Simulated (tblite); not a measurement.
# C7H11GeNO: the cost of one run

Computed with tblite 0.8.0 and PySCF 2.14.0, with density-fitted response routines of our own, on a single molecule in the gas phase. Atoms are numbered from 0 throughout.

### Step 1. The starting structure

21 atoms, charge 0, multiplicity 1; geometry from: force field or distance geometry start.

Bonds of the start (Å): N0–C1 1.14, C1–C2 1.49, C2–C3 1.54, C3–C4 1.55, C4–Ge5 1.93, Ge5–C6 1.92, C6–C7 1.53, C7–C8 1.54, C8–O9 1.39, C6–C2 1.52, C8–C6 1.53, C2–H10 1.11, C3–H11 1.12, C3–H12 1.10, C4–H13 1.10, C4–H14 1.12, Ge5–H15 1.56, Ge5–H16 1.55, C7–H17 1.11, C7–H18 1.11, C8–H19 1.11, O9–H20 0.99.

### Step 2. Optimising the geometry with GFN2-xTB

What the job is given:

```
{"job": {"kind": "relax", "xc": "GFN2-xTB", "basis": "xTB"}, "charge": 0, "multiplicity": 1}
N     -1.428300     2.284400    -1.879200
C     -1.002400     1.280800    -1.535600
C     -0.428800    -0.013700    -1.073500
C     -1.572400    -0.920400    -0.576400
C     -1.998800    -0.539000     0.866300
Ge    -0.398700     0.018900     1.788700
C      0.511000     0.216600     0.103800
C      1.684500     1.188000     0.001300
C      1.942200    -0.324400     0.063400
O      2.334400    -0.851600    -1.164600
H      0.060400    -0.490700    -1.945000
H     -1.195500    -1.976400    -0.544100
H     -2.453300    -0.906300    -1.242400
H     -2.470800    -1.394600     1.376800
H     -2.708600     0.326400     0.823300
H     -0.588200     1.376500     2.528800
H      0.215400    -1.127800     2.635900
H      1.825100     1.629200    -1.007500
H      1.927000     1.727100     0.940100
H      2.411800    -0.698100     1.002800
H      3.325200    -0.788000    -1.163400
```

On the command line:

```bash
$ OMP_NUM_THREADS=1 python probes_run.py task.json out
```

This one command runs all jobs of the session in turn.

Q: Estimate the wall time of this first job on 1 thread of Arm Neoverse N1, shared host.

About 1 s.
